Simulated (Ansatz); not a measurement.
# InH₃+ (doublet): wave-function methods side by side, def2-SVP

The task here is to estimate one member of a computed series from the others.

Program: Ansatz 0.2.0, Gaussian basis. Level of theory: def2-SVP, core rule «outside noble gas», up to 9 orbitals frozen. These are calculated values, not measurements.

The runs, in order: UHF; CCSD(T) on ROHF; CCSD(T) on UHF; BCCD(T) on ROHF; CISD; CCSDT(Q) on ROHF; CCSDT(Q) on UHF; Full CI; Full CI, several states.

18 further runs of the same task are left out: 6 for a known fault of the program, 4 that didn't finish, 8 set aside as unsound or not needed.

**The system**

The geometry is a PBE0/def2-TZVP stationary point (not a proven minimum). No spin-orbit coupling is included. Elements past krypton take def2 core potentials.

4 atoms, charge 1, spin multiplicity 2.

Atoms are counted from 1 here; the program's logs count them from 0.

Bond lengths: In1–H3 1.669 Å, In1–H4 1.668 Å. Angles: H3–In1–H4 174.7°.

The first run:

Contents of in.yaml:

```yaml
crystal:
  periodic: [false, false, false]
  atoms:
    - {symbol: In, position_ang: [0.000000, -0.018790, 0.000553]}
    - {symbol: H, position_ang: [0.000000, 2.333049, -0.068435]}
    - {symbol: H, position_ang: [0.000000, -0.144290, -1.663229]}
    - {symbol: H, position_ang: [0.000000, -0.048336, 1.668675]}
basis:
  gaussian: {orbitals: def2-SVP}
total_charge: 1
magnetization: {spin_polarized: true, initial_magnetization: 1}
hamiltonian: {xc: hf}
output: {orbitals: {seedname: orbitals}}
```

On the command line:

```console
> ansatz run in.yaml --threads 1 --pin off --events-out ev --progress --plain --max-ram 2393MiB
```

Among the steps run: UHF; CCSD(T) on ROHF; CCSD(T) on UHF; BCCD(T) on ROHF; CISD; CCSDT(Q) on ROHF; CCSDT(Q) on UHF; Full CI; Full CI, several states.

One of the session's tables, all rows but one given; the rest of the session is left out.

```
   method  from FCI (meV)
     ROHF               ?
      UHF         +1754.5
     RMP2          +471.0
     UMP2          +467.5
    RCCSD           +27.5
    UCCSD           +26.7
 RCCSD(T)            +8.3
 UCCSD(T)            +7.5
  BCCD(T)            +7.7
   RCCSDT             0.0
   UCCSDT            -0.7
RCCSDT(Q)            -0.4
UCCSDT(Q)            -1.1
      FCI               0
```

Q: Estimate the row for ROHF from the others.

As computed: from FCI (meV): +1763.9. In the column «from FCI (meV)» it is the highest.

Among the levels timed on like hardware and quicker than the yardstick, those that no quicker one beats, quickest first: BCCD(T) (0.87 s, +7.7 meV); UCCSD(T) (1.8 s, +7.5 meV); UCCSDT(Q) (2.7 s, -1.1 meV); RCCSDT(Q) (2.8 s, -0.4 meV).

Not comparable, so not listed: CISD (they don't share determinant, frozen orbitals or solution with the rows shown, or repeat one).

To keep in mind: The yardstick is full CI for this spin, exact in this basis with these frozen cores. Levels on UHF freeze UHF's core orbitals, full CI those of ROHF, so the U rows can settle a little off it for that reason alone. Restricted and unrestricted rows rest on different reference determinants; where their highest levels disagree by more than a few hundredths of an eV, they describe different states and don't form one ladder.
